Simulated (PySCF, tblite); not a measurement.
# C6H6BF3: geometry, infrared bands and NMR shifts

Wanted: the infrared bands and NMR shifts of C6H6BF3 (`C=CC[C@H]1C(F)=C1B(F)F`), by calculation.

The runs use tblite 0.8.0 and PySCF 2.14.0, with density-fitted response routines of our own; the level of theory stands in each step. All values are computed, except where a source is named. Atoms are numbered from 0 throughout.

**1. The starting structure**

16 atoms, charge 0, multiplicity 1; geometry from: force field or distance geometry start.

Bonds of the start (Å): C0–C1 1.34, C1–C2 1.51, C2–C3 1.54, C3–C4 1.42, C4–F5 1.35, C4–C6 1.46, C6–B7 1.56, B7–F8 1.44, B7–F9 1.45, C6–C3 1.40, C0–H10 1.08, C0–H11 1.08, C1–H12 1.07, C2–H13 1.10, C2–H14 1.12, C3–H15 1.10.

**2. Geometry optimisation with GFN2-xTB**

Job settings and geometry (Å):

```
{"job": {"kind": "relax", "xc": "GFN2-xTB", "basis": "xTB"}, "charge": 0, "multiplicity": 1}
C      2.565900     0.559200    -1.075400
C      1.322500     0.065100    -0.950000
C      0.845600    -0.437600     0.395500
C     -0.585300    -0.987000     0.259900
C     -1.292500    -1.032500     1.485900
F     -1.521000    -1.574600     2.699300
C     -1.605600    -0.048800     0.447200
B     -2.444700     1.157600    -0.061300
F     -2.176100     1.713700    -1.366200
F     -3.497600     1.710900     0.767200
H      3.228100     0.620900    -0.226700
H      2.893100     0.913500    -2.040600
H      0.674900     0.018500    -1.802400
H      1.509000    -1.250500     0.740000
H      0.887800     0.407500     1.133300
H     -0.811600    -1.827100    -0.417100
```

Command:

```
> OMP_NUM_THREADS=1 python probes_run.py task.json out
```

This one command runs all jobs of the session in turn.

**Question.** This job is followed by: GFN2-xTB harmonic vibrations, gas phase; GIAO PBE0/pcSseg-1 NMR shielding, non-relativistic, gas phase. What will the session give for the following? strongest single infrared mode (GFN2-xTB); zero-point energy (GFN2-xTB); 13C shifts against TMS (PBE0/pcSseg-1); 1H shifts against TMS (PBE0/pcSseg-1); 19F shifts against CFCl3 (PBE0/pcSseg-1, means over atoms taken as alike); 11B shifts against BF3·OEt2 (PBE0/pcSseg-1); surface potential, 1st and 99th percentile.

The runs gave:

| quantity | value |
| --- | --- |
| strongest single infrared mode (GFN2-xTB) | 1906 cm⁻¹, 496 km/mol |
| zero-point energy (GFN2-xTB) | 67.9 kcal/mol |
| 13C shifts against TMS (PBE0/pcSseg-1) | 191.7, 145.0, 123.0, 83.1, 47.8, 36.4 ppm |
| 1H shifts against TMS (PBE0/pcSseg-1) | 6.42, 5.51, 5.43, 2.63, 2.45, 1.75 ppm |
| 19F shifts against CFCl3 (PBE0/pcSseg-1, means over atoms taken as alike) | -81.8, -84.7 ppm |
| 11B shifts against BF3·OEt2 (PBE0/pcSseg-1) | 18.7 ppm |
| surface potential, 1st and 99th percentile | -0.72 V and 1.61 V |

In words: The optimisation took 157 steps and gained 1.897 eV; among the close pairs (by a distance rule), C4–C6 changed most, from 1.464 to 1.313 Å. No mode is imaginary among the 42: a minimum at this level. The strongest single mode, at 1906 cm⁻¹, moves mainly C4 and C6. Unscaled tight-binding wavenumbers are off by several per cent, some by more. Its intensities can rank the bands wrongly. The most deshielded hydrogen is H12 (hydrogen on an alkene CH), at 6.42 ppm: attached to an sp2 carbon and in the plane of the double bond. At PBE0/pcSseg-1: The widest tensor belongs to F5: span 435 ppm, with a paramagnetic part of -215 ppm. By nearest atom (PBE0/pcSseg-1), the HOMO sits on C0, C1 about 26 % each; C6 10 % and the LUMO on C4 32 %; B7 27 %.
